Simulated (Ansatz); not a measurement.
**C₂H₅BBr radical: a ladder of functionals and wavefunction methods**

An exercise on one series of results from a longer session: the logs are not shown, and one member is left open.

Program: Ansatz 0.2.0, Gaussian basis. Level of theory: functionals in def2-TZVPP, the program's frozen cores in correlated methods. These are calculated values, not measurements.

Plan: LDA (SPW92), PBE-D4, revPBE-D4, BLYP-D4, r2SCAN-D4, B97M-V, PBE0-D4, B3LYP-D4, r2SCANh-D4, r2SCAN0-D4, HSE06-D4, BHLYP-D4, CAM-B3LYP-D4, LC-ωPBE, ωB97X-V, ωB97M-V, B2PLYP, PBE-QIDH; CCSD(T)/def2-SVP; CCSD(T)/def2-TZVPP; MP2/def2-QZVPP; extrapolation to the limit; RPA on PBE.

## The geometry

All runs share one geometry, relaxed beforehand with PBE0-D4 in a triple-zeta def2 set.

9 atoms, charge 0, spin multiplicity 2.

Atoms are counted from 1 here; the program's logs count them from 0.

Bond lengths: C1–C2 1.525 Å, C1–H5 1.092 Å, C1–H6 1.092 Å, C1–H7 1.092 Å, C2–B3 1.546 Å, C2–H8 1.100 Å, C2–H9 1.100 Å, B3–Br4 1.891 Å. Angles: C2–C1–H5 111.1°, C2–C1–H6 111.1°, C2–C1–H7 111.3°, H5–C1–H6 107.3°, H5–C1–H7 107.9°, H6–C1–H7 107.9°, C1–C2–B3 116.8°, C1–C2–H8 110.9°, C1–C2–H9 110.9°, B3–C2–H8 106.6°, B3–C2–H9 106.6°, H8–C2–H9 104.2°, C2–B3–Br4 125.6°.

Set-up of the first run:

in.yaml reads:

```yaml
crystal:
  periodic: [false, false, false]
  atoms:
    - {symbol: C, position_ang: [-0.333839, 1.062340, 0.382313]}
    - {symbol: C, position_ang: [0.360558, -0.190243, -0.140330]}
    - {symbol: B, position_ang: [-0.508974, -1.460824, -0.282791]}
    - {symbol: Br, position_ang: [0.093429, -3.142471, -0.902318]}
    - {symbol: H, position_ang: [-1.157740, 1.356719, -0.270680]}
    - {symbol: H, position_ang: [-0.750922, 0.894645, 1.377196]}
    - {symbol: H, position_ang: [0.360256, 1.903290, 0.446781]}
    - {symbol: H, position_ang: [0.812355, -0.006618, -1.126841]}
    - {symbol: H, position_ang: [1.213276, -0.463037, 0.499571]}
basis:
  gaussian: {orbitals: def2-TZVPP}
magnetization: {spin_polarized: true, initial_magnetization: 1}
hamiltonian: {xc: lda}
output: {orbitals: {seedname: orbitals}}
```

Among the steps run: LDA; PBE-D4 (GGA); revPBE-D4 (GGA); BLYP-D4 (GGA); r2SCAN-D4 (meta-GGA); B97M-V (meta-GGA); PBE0-D4 (hybrid); B3LYP-D4 (hybrid); r2SCANh-D4 (hybrid); r2SCAN0-D4 (hybrid); HSE06-D4 (hybrid); BHLYP-D4 (hybrid); CAM-B3LYP-D4 (range-separated); LC-ωPBE-D4 (range-separated; the results give it without D4); ωB97X-V (range-separated); ωB97M-V (range-separated); B2PLYP (double hybrid); PBE-QIDH (double hybrid).

One table of the session follows, with a row left open; its other results are not shown here.

It belongs to the step «Frontier levels by functional». 

```
  functional  HOMO (eV)  LUMO (eV)  gap (eV)
 LDA (SPW92)      -4.43      -2.94      1.50
      PBE-D4      -4.46      -2.59      1.86
   revPBE-D4      -4.43      -2.50      1.92
     BLYP-D4      -4.29      -2.53      1.75
   r2SCAN-D4      -4.84      -2.37      2.47
      B97M-V      -4.52      -2.52      2.00
     PBE0-D4      -5.69      -1.63      4.06
    B3LYP-D4      -5.43      -1.95      3.48
  r2SCANh-D4      -5.29      -2.02      3.27
  r2SCAN0-D4          ?          ?         ?
    HSE06-D4      -5.29      -2.02      3.27
    BHLYP-D4      -6.79      -0.77      6.02
CAM-B3LYP-D4      -6.99      -0.71      6.29
     LC-ωPBE      -8.43       0.65      9.09
     ωB97X-V      -7.90       0.17      8.08
     ωB97M-V      -7.55      -0.07      7.48
```

**Question.** Estimate the row for r2SCAN0-D4.

Worked estimate for «HOMO (eV)». Against the share of exact exchange, r2SCAN-D4 (0, -4.84), r2SCANh-D4 (0.1, -5.29) give a slope of -4.50 per unit share; at 0.25 the line stands at -5.96.

The run gave: HOMO (eV): -5.98; LUMO (eV): -1.50; gap (eV): 4.47. In «HOMO (eV)» the line misses by +0.02.
